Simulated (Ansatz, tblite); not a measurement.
**C₁₈H₈F₆N₈: one state, many levels**

How do method and basis change the picture of C₁₈H₈F₆N₈ (singlet)?

The runs use Ansatz 0.2.0, Gaussian basis; as each input shows.

Plan: GFN1-xTB, GFN2-xTB, PBE-D4/def2-SVP, r2SCAN-D4/def2-SVP, CAM-B3LYP-D4/def2-SVP, PBE0-D4/def2-TZVP, PBE-D4/def2-TZVP, HF/6-31G, B3LYP-D4/6-31G.

2 further runs of the same task are left out: 2 set aside as unsound or not needed.

## Step 1: The geometry

The singlet was relaxed beforehand with r2SCAN-D4/def2-SVP.

SMILES `FC(F)(F)c1cnc(-c2cnc(-c3cnc(-c4cnc(C(F)(F)F)nc4)nc3)nc2)nc1`, 40 atoms, charge 0, spin multiplicity 1.

Bond lengths: F1–C2 1.342 Å, C2–F3 1.344 Å, C2–F4 1.342 Å, C2–C5 1.500 Å, C5–C6 1.400 Å, C5–C32 1.400 Å, C6–N7 1.328 Å, C6–H33 1.097 Å, N7–C8 1.344 Å, C8–C9 1.472 Å, C8–N31 1.344 Å, C9–C10 1.406 Å, C9–C30 1.406 Å, C10–N11 1.328 Å, C10–H34 1.096 Å, N11–C12 1.344 Å, C12–C13 1.472 Å, C12–N29 1.344 Å and more. Angles: F1–C2–F3 107.3°, F1–C2–F4 108.1°, F1–C2–C5 111.3°, F3–C2–F4 107.3°, F3–C2–C5 111.5°, F4–C2–C5 111.3°, C2–C5–C6 121.7°, C2–C5–C32 121.8°, C6–C5–C32 116.5°, C5–C6–N7 122.0°, C5–C6–H33 120.7°, N7–C6–H33 117.3°, C6–N7–C8 117.1°, N7–C8–C9 117.3°, N7–C8–N31 125.5°, C9–C8–N31 117.3°, C8–C9–C10 122.1°, C8–C9–C30 122.1° and more.

PBE0-D4/def2-SVP was run before; its log isn't repeated, and its numbers join the tables.

## Step 2: GFN1-xTB

Tight binding, by tblite at 300 K electronic temperature and without a spin-polarisation term:

```python
tblite.interface.Calculator('GFN1-xTB', numbers, positions, charge=0, uhf=0).singlepoint()
```

Energy -2685.7441 eV, HOMO -11.88 eV, LUMO -9.81 eV; 0.047 s.

## Step 3: GFN2-xTB

Tight binding, by tblite at 300 K electronic temperature and without a spin-polarisation term:

```python
tblite.interface.Calculator('GFN2-xTB', numbers, positions, charge=0, uhf=0).singlepoint()
```

Energy -2568.9849 eV, HOMO -10.80 eV, LUMO -9.45 eV; 0.048 s.

## Step 4: PBE-D4/def2-SVP

start.molden holds the orbitals of an earlier run on this state, given as this run's starting guess.

Input file in.yaml:

```yaml
crystal:
  periodic: [false, false, false]
  atoms:
    - {symbol: F, position_ang: [9.227370, -1.078179, -1.815769]}
    - {symbol: C, position_ang: [8.837751, -0.217045, -0.862663]}
    - {symbol: F, position_ang: [9.406196, -0.611994, 0.289265]}
    - {symbol: F, position_ang: [9.340993, 0.990776, -1.162309]}
    - {symbol: C, position_ang: [7.342456, -0.170624, -0.749024]}
    - {symbol: C, position_ang: [6.672067, 0.980763, -0.320211]}
    - {symbol: N, position_ang: [5.351456, 1.015356, -0.182847]}
    - {symbol: C, position_ang: [4.676283, -0.108962, -0.477933]}
    - {symbol: C, position_ang: [3.212724, -0.076274, -0.324983]}
    - {symbol: C, position_ang: [2.532465, 1.073771, 0.113725]}
    - {symbol: N, position_ang: [1.212084, 1.108799, 0.249651]}
    - {symbol: C, position_ang: [0.537021, -0.014086, -0.051836]}
    - {symbol: C, position_ang: [-0.926731, 0.020469, 0.096031]}
    - {symbol: C, position_ang: [-1.733580, -1.095923, -0.187800]}
    - {symbol: N, position_ang: [-3.055088, -1.068622, -0.055256]}
    - {symbol: C, position_ang: [-3.601881, 0.083591, 0.366699]}
    - {symbol: C, position_ang: [-5.068834, 0.117867, 0.516008]}
    - {symbol: C, position_ang: [-5.746038, 1.271020, 0.948234]}
    - {symbol: N, position_ang: [-7.070320, 1.302334, 1.091665]}
    - {symbol: C, position_ang: [-7.715836, 0.173830, 0.803127]}
    - {symbol: C, position_ang: [-9.234152, 0.221875, 0.923742]}
    - {symbol: F, position_ang: [-9.742438, -0.980975, 1.198000]}
    - {symbol: F, position_ang: [-9.622174, 1.067824, 1.880373]}
    - {symbol: F, position_ang: [-9.767990, 0.640444, -0.238312]}
    - {symbol: N, position_ang: [-7.196799, -0.973704, 0.370881]}
    - {symbol: C, position_ang: [-5.872067, -0.999076, 0.229346]}
    - {symbol: N, position_ang: [-2.928620, 1.207405, 0.664011]}
    - {symbol: C, position_ang: [-1.607516, 1.172319, 0.529207]}
    - {symbol: N, position_ang: [1.085015, -1.165699, -0.477214]}
    - {symbol: C, position_ang: [2.405902, -1.192261, -0.610351]}
    - {symbol: N, position_ang: [5.225174, -1.258414, -0.907402]}
    - {symbol: C, position_ang: [6.546340, -1.283876, -1.041889]}
    - {symbol: H, position_ang: [7.226256, 1.899517, -0.091204]}
    - {symbol: H, position_ang: [3.096292, 1.981905, 0.355532]}
    - {symbol: H, position_ang: [-1.271327, -2.028364, -0.531112]}
    - {symbol: H, position_ang: [-5.183022, 2.182251, 1.178061]}
    - {symbol: H, position_ang: [-5.411163, -1.928145, -0.123615]}
    - {symbol: H, position_ang: [-1.042923, 2.080813, 0.767599]}
    - {symbol: H, position_ang: [2.866854, -2.124291, -0.956682]}
    - {symbol: H, position_ang: [6.997800, -2.216396, -1.402764]}
basis:
  gaussian: {orbitals: def2-SVP, fitting: {mean_field: def2-universal-jkfit}, initial_orbitals: start.molden}
hamiltonian: {xc: pbe, dispersion: d4}
scf: {omitted_lower_state_checks: [starts]}
output: {forces: true, orbitals: {seedname: orbitals}}
```

Launch:

```bash
ansatz run in.yaml --threads 8 --pin off --events-out ev --progress --plain --max-ram 19148MiB
```

Further steps of the session: r2SCAN-D4/def2-SVP; CAM-B3LYP-D4/def2-SVP; PBE0-D4/def2-TZVP; PBE-D4/def2-TZVP; HF/6-31G; B3LYP-D4/6-31G.

**Question.** What will the summary of the whole plan be? Wanted: gap in def2-SVP, named functionals, smallest and largest; binding an atom, functionals in def2-SVP; PBE0 total energy, smallest basis above largest.

**Answer**, as computed:

| quantity | value |
| --- | --- |
| gap in def2-SVP, named functionals, smallest and largest | 2.00 eV (PBE-D4), 6.41 eV (CAM-B3LYP-D4) |
| binding an atom, functionals in def2-SVP | 5.32 (r2SCAN-D4) to 5.63 eV (PBE-D4) |
| PBE0 total energy, smallest basis above largest | 52.46 eV (def2-SVP, def2-TZVP) |

What this shows: Orbital gaps of the named functionals in def2-SVP span 2.00 eV (PBE-D4) to 6.41 eV (CAM-B3LYP-D4); exact exchange widens it.
